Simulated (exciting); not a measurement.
Here is an exciting (release sodium) calculation.

File input.xml:

```xml
<input>
  <title>HfB</title>
  <structure speciespath="./" tshift="false">
    <crystal scale="1">
      <basevect>0.000000000000 4.365267347886 4.365267347886</basevect>
      <basevect>4.365267347886 0.000000000000 4.365267347886</basevect>
      <basevect>4.365267347886 4.365267347886 0.000000000000</basevect>
    </crystal>
    <species speciesfile="Hf.xml" rmt="2.3">
      <atom coord="0.500000000000 0.500000000000 0.500000000000"/>
    </species>
    <species speciesfile="B.xml" rmt="1.45">
      <atom coord="0.000000000000 0.000000000000 0.000000000000"/>
    </species>
  </structure>
  <groundstate do="fromscratch" ngridk="10 10 10" rgkmax="7" gmaxvr="14" lmaxapw="10" lmaxmat="10" lmaxvr="8" xctype="GGA_PBE" stype="Fermi Dirac" swidth="0.00183747" nempty="14" ValenceRelativity="iora*" epsengy="1e-05" epspot="1e-05" maxscl="60" tforce="true" outputlevel="normal"/>
  <properties>
    <chargedensityplot>
      <plot3d>
        <box grid="17 17 17">
          <origin coord="0 0 0"/>
          <point coord="1 0 0"/>
          <point coord="0 1 0"/>
          <point coord="0 0 1"/>
        </box>
      </plot3d>
    </chargedensityplot>
    <elfplot>
      <plot3d>
        <box grid="17 17 17">
          <origin coord="0 0 0"/>
          <point coord="1 0 0"/>
          <point coord="0 1 0"/>
          <point coord="0 0 1"/>
        </box>
      </plot3d>
    </elfplot>
    <exccplot>
      <plot3d>
        <box grid="17 17 17">
          <origin coord="0 0 0"/>
          <point coord="1 0 0"/>
          <point coord="0 1 0"/>
          <point coord="0 0 1"/>
        </box>
      </plot3d>
    </exccplot>
  </properties>
</input>
```

Potentials or basis: all-electron LAPW+lo, shipped species files, valence relativity iora*.

Command:

```sh
$ OMP_NUM_THREADS=1 exciting_smp
```

Estimate the band gap on the k mesh.

none (metal or under the smearing width).

 The run has no spin-orbit coupling, so splittings on Hf are missing.
